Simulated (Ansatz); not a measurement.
# H5O2PSi: a ladder of functionals and wavefunction methods

The task here is to estimate one member of a computed series from the others.

Computed with Ansatz 0.2.0, Gaussian basis. Level: functionals in def2-TZVPP, the program's frozen cores in correlated methods.

The runs, in order: LDA (SPW92), PBE-D4, revPBE-D4, BLYP-D4, r2SCAN-D4, B97M-V, PBE0-D4, B3LYP-D4, r2SCANh-D4, r2SCAN0-D4, HSE06-D4, BHLYP-D4, CAM-B3LYP-D4, LC-ωPBE, ωB97X-V, ωB97M-V, B2PLYP, PBE-QIDH; CCSD(T)/def2-SVP; CCSD(T)/def2-TZVPP; MP2/def2-QZVPP; extrapolation to the limit; RPA on PBE.

### The geometry

The geometry comes from an earlier relaxation with PBE0-D4 in a triple-zeta def2 set; it is a stationary point, not always the lowest conformer.

SMILES `O[SiH2]PO`, 9 atoms, charge 0, spin multiplicity 1.

Atoms are counted from 1 here; the program's logs count them from 0.

Bond lengths: O1–Si2 1.646 Å, O1–H5 0.961 Å, Si2–P3 2.264 Å, Si2–H6 1.489 Å, Si2–H7 1.484 Å, P3–O4 1.681 Å, P3–H8 1.427 Å, O4–H9 0.960 Å. Angles: Si2–O1–H5 114.3°, O1–Si2–P3 108.9°, O1–Si2–H6 111.2°, O1–Si2–H7 108.7°, P3–Si2–H6 107.9°, P3–Si2–H7 110.7°, H6–Si2–H7 109.5°, Si2–P3–O4 93.6°, Si2–P3–H8 93.0°, O4–P3–H8 98.5°, P3–O4–H9 109.7°.

Set-up of the first run:

The input, in.yaml:

```yaml
crystal:
  periodic: [false, false, false]
  atoms:
    - {symbol: O, position_ang: [-0.981315, 0.748180, -1.259536]}
    - {symbol: Si, position_ang: [0.433506, 0.977709, -0.449699]}
    - {symbol: P, position_ang: [0.898015, -0.879949, 0.758532]}
    - {symbol: O, position_ang: [-0.718365, -1.189693, 1.099907]}
    - {symbol: H, position_ang: [-1.618575, 0.199288, -0.794141]}
    - {symbol: H, position_ang: [0.333588, 2.124330, 0.494300]}
    - {symbol: H, position_ang: [1.509217, 1.242814, -1.437084]}
    - {symbol: H, position_ang: [1.028750, -1.694859, -0.405189]}
    - {symbol: H, position_ang: [-0.796322, -1.574119, 1.975908]}
basis:
  gaussian: {orbitals: def2-TZVPP}
hamiltonian: {xc: lda}
output: {orbitals: {seedname: orbitals}}
```

Run with:

```
> ansatz run in.yaml --threads 2 --pin off --events-out ev --progress --plain --max-ram 4352MiB
```

Steps of the session up to this table: LDA; PBE-D4 (GGA); revPBE-D4 (GGA); BLYP-D4 (GGA); r2SCAN-D4 (meta-GGA); B97M-V (meta-GGA); PBE0-D4 (hybrid); B3LYP-D4 (hybrid); r2SCANh-D4 (hybrid); r2SCAN0-D4 (hybrid); HSE06-D4 (hybrid); BHLYP-D4 (hybrid); CAM-B3LYP-D4 (range-separated); LC-ωPBE (range-separated); ωB97X-V (range-separated); ωB97M-V (range-separated); B2PLYP (double hybrid); PBE-QIDH (double hybrid).

One of the session's tables, all rows but one given; the rest of the session is left out.

It belongs to the step «Frontier levels by functional». 

```
  functional  HOMO (eV)  gap (eV)
 LDA (SPW92)      -6.02      3.94
      PBE-D4      -5.90      4.05
   revPBE-D4      -5.86      4.10
     BLYP-D4      -5.77      4.04
   r2SCAN-D4      -6.14      4.58
      B97M-V          ?         ?
     PBE0-D4      -7.09      6.14
    B3LYP-D4      -6.88      5.71
  r2SCANh-D4      -6.58      5.34
  r2SCAN0-D4      -7.24      6.47
    HSE06-D4      -6.69      5.37
    BHLYP-D4      -8.16      8.14
CAM-B3LYP-D4      -8.40      8.49
     LC-ωPBE      -9.73     11.04
     ωB97X-V      -9.39     10.54
     ωB97M-V      -9.21     10.09
```

**Question.** Estimate the row for B97M-V.

As computed: HOMO (eV): -6.27; gap (eV): 4.61. In the column «HOMO (eV)» it lies between r2SCANh-D4 (-6.58) and r2SCAN-D4 (-6.14).
